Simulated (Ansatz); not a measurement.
# GaNH₃ radical: how energies converge with the basis set

Aim: see how fast density functionals converge with the basis set for GaNH₃ radical.

The runs use Ansatz 0.2.0, Gaussian basis; one geometry, several basis sets.

Plan: PBE0-D4/def2-SVP; ωB97M-V/def2-SVP; PBE0-D4/def2-QZVPP; ωB97M-V/def2-QZVPP; the functionals' def2-TZVPP values are taken from earlier runs.

## 1. Structure used throughout

All runs share one geometry, relaxed beforehand with PBE0-D4 in a triple-zeta def2 set.

SMILES `[NH2][GaH]`, 5 atoms, charge 0, spin multiplicity 2.

Atoms are counted from 1 here; the program's logs count them from 0.

Bond lengths: N1–Ga2 1.825 Å, N1–H3 1.008 Å, N1–H4 1.006 Å, Ga2–H5 1.594 Å. Angles: Ga2–N1–H3 123.8°, Ga2–N1–H4 124.3°, H3–N1–H4 111.9°, N1–Ga2–H5 116.9°.

Geometry (Å):

```
N    -0.21186   -0.68396    0.06470
Ga    0.81548    0.78295    0.41698
H    -0.94685   -0.70125   -0.62506
H    -0.11522   -1.56931    0.53204
H     0.50824    2.09788   -0.43007
```

## 2. PBE0-D4 in def2-SVP

The input, in.yaml:

```yaml
crystal:
  periodic: [false, false, false]
  atoms:
    - {symbol: N, position_ang: [-0.211858, -0.683960, 0.064703]}
    - {symbol: Ga, position_ang: [0.815481, 0.782947, 0.416979]}
    - {symbol: H, position_ang: [-0.946846, -0.701255, -0.625057]}
    - {symbol: H, position_ang: [-0.115221, -1.569311, 0.532044]}
    - {symbol: H, position_ang: [0.508244, 2.097879, -0.430069]}
basis:
  gaussian: {orbitals: def2-SVP}
magnetization: {spin_polarized: true, initial_magnetization: 1}
hamiltonian: {xc: pbe0, dispersion: d4}
output: {orbitals: {seedname: orbitals}}
```

Further steps of the session: ωB97M-V in def2-SVP; PBE0-D4 in def2-QZVPP; ωB97M-V in def2-QZVPP.

**Question.** What will the summary of the whole plan be? Wanted: PBE0-D4: double and triple zeta above quadruple; ωB97M-V: double and triple zeta above quadruple.

**Answer**, as computed:

| quantity | value |
| --- | --- |
| PBE0-D4: double and triple zeta above quadruple | 9.92, 1.30 eV |
| ωB97M-V: double and triple zeta above quadruple | 9.92, 1.26 eV |

PBE0-D4 gains 8.62 eV from double to triple zeta, then 1.30 eV more. Total energies overstate the basis error of differences, where much of it tends to cancel.
